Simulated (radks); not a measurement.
# Yb inside a hard spherical wall

One table from this session's results is given with a row withheld; the runs are named, their logs left out.

Program: radks (a radial shooting solver on a logarithmic mesh, Libxc functionals) version 1. Level of theory: scalar-relativistic Kohn-Sham, r2SCAN, spin-polarised, spherical densities, finite nucleus. These are calculated values, not measurements, unless marked.

## The atom as given

```
element            : ytterbium (Z = 70)
charge             : 0
electrons          : 70
configuration      : [Xe] 4f14 6s2
nuclear rms radius : 5.3108 fm
```

Outer shells as boxes (Hund's rule):

Yb
```
[Xe] core
4f [↑↓][↑↓][↑↓][↑↓][↑↓][↑↓][↑↓]
6s [↑↓]
```

The first run:

Input:

```text
Z 70
configuration [Xe] 4f14 6s2 5d0 6p0 7s0
relativity scalar-relativistic
functional r2scan,r2scan
spin polarised
nucleus finite rms 5.3108 fm
c 137.035999084
```

Among the steps run: The free atom; Wall at 20 bohr; Wall at 15 bohr; Wall at 10 bohr; Wall at 7 bohr; Wall at 6 bohr; Wall at 5 bohr; Wall at 4 bohr; Wall at 2.5 bohr; Wall at 2 bohr; Wall at 1.5 bohr.

One of the session's tables, all rows but one given; the rest of the session is left out.

```
R (bohr)  E − E(free) (eV)  ε(4f) (eV)  ε(6p, empty) (eV)  ε(5d, empty) (eV)  ε(7s, empty) (eV)
    free             0.000      -2.992             -0.956             -0.436                  -
      20             0.000      -2.992             -0.956             -0.436                  -
      15             0.000      -2.991             -0.950             -0.433              1.626
      10                 ?           ?                  ?                  ?                  ?
       7             0.980      -1.854              1.167              0.785             10.807
       6             2.562      -0.873              3.306              1.877             17.709
       5             6.879       0.873              7.943              3.943             31.121
       4            20.402       4.460             19.385              8.413             60.658
     2.5            181.21      28.175             101.22             39.102             237.40
       2            491.80      57.169             208.66             81.512             446.40
     1.5            1663.7      128.82             506.10             208.81             987.56
```

Q: Estimate the row for R (bohr) = 10 from the others.

Worked estimate for «E − E(free) (eV)». A straight line through the neighbours (15, 0.000) and (7, 0.980) gives 0.000 + (0.980 − 0.000) × (10 − 15) / (7 − 15) = 0.613; a parabola fitted to 4 rows on both sides gives 0.623.

The run gave: E − E(free) (eV): 0.051; ε(4f) (eV): -2.864; ε(6p, empty) (eV): -0.697; ε(5d, empty) (eV): -0.289; ε(7s, empty) (eV): 3.475. In «E − E(free) (eV)» the line misses by +0.562 and the parabola by +0.572. Between these rows the values bend or scatter more than so simple an estimate can follow.

In words: Eigenvalues are for spin up. From R = 5 bohr inwards the highest occupied level lies above zero, pushed up by confinement. Shells are not refilled when levels cross, and a hard wall is a model, not a crystal.
